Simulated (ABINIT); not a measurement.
Crystal: Ta3Cu.

```
Ta Cu
1.0
    -2.00651    2.00651    4.20817
     2.00651   -2.00651    4.20817
     2.00651    2.00651   -4.20817
Ta Cu
3 1
Direct
  0.50000 0.50000 0.00000
  0.25000 0.75000 0.50000
  0.75000 0.25000 0.50000
  0.00000 0.00000 0.00000
```

The cell comes from a database or a generator and needn't be the stable form of this composition.

Base run:

| Item | Value |
| --- | --- |
| Program | ABINIT 10.8.3 (patched build) |
| Functional | PBE |
| Potentials or basis | JTH PAW PBE v2.0 |
| Cutoff | 707 eV |
| k mesh | 9 × 9 × 9 |
| Occupations | fermi-dirac, width 0.05 eV |
| Spin | no spin polarisation |

Its results: band gap on the k mesh none (metal or under the smearing width); pressure 0.4 GPa.

The run is repeated on the same cell with these changes: functional from PBE to PBEsol. What comes out?

Band gap on the k mesh none (metal or under the smearing width); pressure -6.2 GPa.

PBEsol binds more tightly than PBE, so the same cell stands under less pressure.

Caveats: the PAW data sets were made with another functional, which shifts forces and pressure a little (some runs).

Not every run made on this cell is shown here.
